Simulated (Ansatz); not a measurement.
# Si26C27N (Moissanite 3C): the cost of one run

Method: DFT, PBE, plane-wave PAW, default files, scalar-relativistic, as far as a step names no other, in Ansatz 0.2.0.

**1. The system as given**

Symmetry: Imm2, No. 44, orthorhombic system. Conventional cell: a = 9.245 Å, b = 9.245 Å, c = 13.074 Å, α = 90.00°, β = 90.00°, γ = 90.00°. N (site symmetry mm2) is surrounded by 4 C at 1.82 to 1.96 Å. Around Si (site symmetry m) lie 4 C at 1.89 Å. Around Si (site symmetry 1) lie 4 C at 1.89 Å. Si (site symmetry mm2) has 4 C at 1.89 Å in its first shell of neighbours. Only part of the 24 independent sites is listed.

Structure file:

```
CELL_PARAMETERS angstrom
0.00000 6.53700 6.53700
6.53700 0.00000 6.53700
6.53700 6.53700 0.00000
ATOMIC_POSITIONS crystal
N 0.00918 0.00918 0.99082
Si 0.00000 0.00000 0.33333
Si 0.00000 0.00000 0.66667
Si 0.00000 0.33333 0.00000
Si 0.00000 0.33333 0.33333
Si 0.00000 0.33333 0.66667
Si 0.00000 0.66667 0.00000
Si 0.00000 0.66667 0.33333
Si 0.00000 0.66667 0.66667
Si 0.33333 0.00000 0.00000
Si 0.33333 0.00000 0.33333
Si 0.33333 0.00000 0.66667
Si 0.33333 0.33333 0.00000
Si 0.33333 0.33333 0.33333
Si 0.33333 0.33333 0.66667
Si 0.33333 0.66667 0.00000
Si 0.33333 0.66667 0.33333
Si 0.33333 0.66667 0.66667
Si 0.66667 0.00000 0.00000
Si 0.66667 0.00000 0.33333
Si 0.66667 0.00000 0.66667
Si 0.66667 0.33333 0.00000
Si 0.66667 0.33333 0.33333
Si 0.66667 0.33333 0.66667
Si 0.66667 0.66667 0.00000
Si 0.66667 0.66667 0.33333
Si 0.66667 0.66667 0.66667
C 0.08333 0.08333 0.08333
C 0.08333 0.08333 0.41667
C 0.08333 0.08333 0.75000
C 0.08333 0.41667 0.08333
C 0.08333 0.41667 0.41667
C 0.08333 0.41667 0.75000
C 0.08333 0.75000 0.08333
C 0.08333 0.75000 0.41667
C 0.08333 0.75000 0.75000
C 0.41667 0.08333 0.08333
C 0.41667 0.08333 0.41667
C 0.41667 0.08333 0.75000
C 0.41667 0.41667 0.08333
C 0.41667 0.41667 0.41667
C 0.41667 0.41667 0.75000
C 0.41667 0.75000 0.08333
C 0.41667 0.75000 0.41667
C 0.41667 0.75000 0.75000
C 0.75000 0.08333 0.08333
C 0.75000 0.08333 0.41667
C 0.75000 0.08333 0.75000
C 0.75000 0.41667 0.08333
C 0.75000 0.41667 0.41667
C 0.75000 0.41667 0.75000
C 0.75000 0.75000 0.08333
C 0.75000 0.75000 0.41667
C 0.75000 0.75000 0.75000
```

Atom 1 of the input is the impurity.

**2. Relaxing the atoms in the given cell**

File input.yaml:

```yaml
crystal:
  lattice:
    - [0.0, 6.537, 6.537]
    - [6.537, 0.0, 6.537]
    - [6.537, 6.537, 0.0]
  atoms:
    - { symbol: "N", position: [0.0091785223, 0.0091785223, -0.0091785223], spin: 1.0 }
    - { symbol: Si, position: [0.0, 0.0, 0.3333333333] }
    - { symbol: Si, position: [0.0, 0.0, 0.6666666667] }
    - { symbol: Si, position: [0.0, 0.3333333333, 0.0] }
    - { symbol: Si, position: [0.0, 0.3333333333, 0.3333333333] }
    - { symbol: Si, position: [0.0, 0.3333333333, 0.6666666667] }
    - { symbol: Si, position: [0.0, 0.6666666667, 0.0] }
    - { symbol: Si, position: [0.0, 0.6666666667, 0.3333333333] }
    - { symbol: Si, position: [0.0, 0.6666666667, 0.6666666667] }
    - { symbol: Si, position: [0.3333333333, 0.0, 0.0] }
    - { symbol: Si, position: [0.3333333333, 0.0, 0.3333333333] }
    - { symbol: Si, position: [0.3333333333, 0.0, 0.6666666667] }
    - { symbol: Si, position: [0.3333333333, 0.3333333333, 0.0] }
    - { symbol: Si, position: [0.3333333333, 0.3333333333, 0.3333333333] }
    - { symbol: Si, position: [0.3333333333, 0.3333333333, 0.6666666667] }
    - { symbol: Si, position: [0.3333333333, 0.6666666667, 0.0] }
    - { symbol: Si, position: [0.3333333333, 0.6666666667, 0.3333333333] }
    - { symbol: Si, position: [0.3333333333, 0.6666666667, 0.6666666667] }
    - { symbol: Si, position: [0.6666666667, 0.0, 0.0] }
    - { symbol: Si, position: [0.6666666667, 0.0, 0.3333333333] }
    - { symbol: Si, position: [0.6666666667, 0.0, 0.6666666667] }
    - { symbol: Si, position: [0.6666666667, 0.3333333333, 0.0] }
    - { symbol: Si, position: [0.6666666667, 0.3333333333, 0.3333333333] }
    - { symbol: Si, position: [0.6666666667, 0.3333333333, 0.6666666667] }
    - { symbol: Si, position: [0.6666666667, 0.6666666667, 0.0] }
    - { symbol: Si, position: [0.6666666667, 0.6666666667, 0.3333333333] }
    - { symbol: Si, position: [0.6666666667, 0.6666666667, 0.6666666667] }
    - { symbol: C, position: [0.0833333333, 0.0833333333, 0.0833333333] }
    - { symbol: C, position: [0.0833333333, 0.0833333333, 0.4166666667] }
    - { symbol: C, position: [0.0833333333, 0.0833333333, 0.75] }
    - { symbol: C, position: [0.0833333333, 0.4166666667, 0.0833333333] }
    - { symbol: C, position: [0.0833333333, 0.4166666667, 0.4166666667] }
    - { symbol: C, position: [0.0833333333, 0.4166666667, 0.75] }
    - { symbol: C, position: [0.0833333333, 0.75, 0.0833333333] }
    - { symbol: C, position: [0.0833333333, 0.75, 0.4166666667] }
    - { symbol: C, position: [0.0833333333, 0.75, 0.75] }
    - { symbol: C, position: [0.4166666667, 0.0833333333, 0.0833333333] }
    - { symbol: C, position: [0.4166666667, 0.0833333333, 0.4166666667] }
    - { symbol: C, position: [0.4166666667, 0.0833333333, 0.75] }
    - { symbol: C, position: [0.4166666667, 0.4166666667, 0.0833333333] }
    - { symbol: C, position: [0.4166666667, 0.4166666667, 0.4166666667] }
    - { symbol: C, position: [0.4166666667, 0.4166666667, 0.75] }
    - { symbol: C, position: [0.4166666667, 0.75, 0.0833333333] }
    - { symbol: C, position: [0.4166666667, 0.75, 0.4166666667] }
    - { symbol: C, position: [0.4166666667, 0.75, 0.75] }
    - { symbol: C, position: [0.75, 0.0833333333, 0.0833333333] }
    - { symbol: C, position: [0.75, 0.0833333333, 0.4166666667] }
    - { symbol: C, position: [0.75, 0.0833333333, 0.75] }
    - { symbol: C, position: [0.75, 0.4166666667, 0.0833333333] }
    - { symbol: C, position: [0.75, 0.4166666667, 0.4166666667] }
    - { symbol: C, position: [0.75, 0.4166666667, 0.75] }
    - { symbol: C, position: [0.75, 0.75, 0.0833333333] }
    - { symbol: C, position: [0.75, 0.75, 0.4166666667] }
    - { symbol: C, position: [0.75, 0.75, 0.75] }
magnetization:
  spin_polarized: true
kpoints:
  mp_grid: { grid: [3, 3, 3] }
scf:
  occupations: { method: fermi_dirac, width: 0.01 }
hamiltonian:
  xc: pbe
  pseudopotentials: { kind: paw }
output:
  forces: true
  stress: true
  populations: true
  efg:
    quadrupole_moments_barn: { "N": 0.02044 }
    contact_densities: true
relax:
  f_tol: 0.03
  max_steps: 40
```

Launch:

```bash
ansatz run input.yaml --threads 4 --pin off --max-ram 8192MiB --backend cpu --events-out ev --progress --plain --runs-dir out
```

**Question.** How long does this run take on 4 threads of Arm Neoverse V2, shared host, and how much memory does it need?

About 6 min, with a peak of 2.8 GiB.
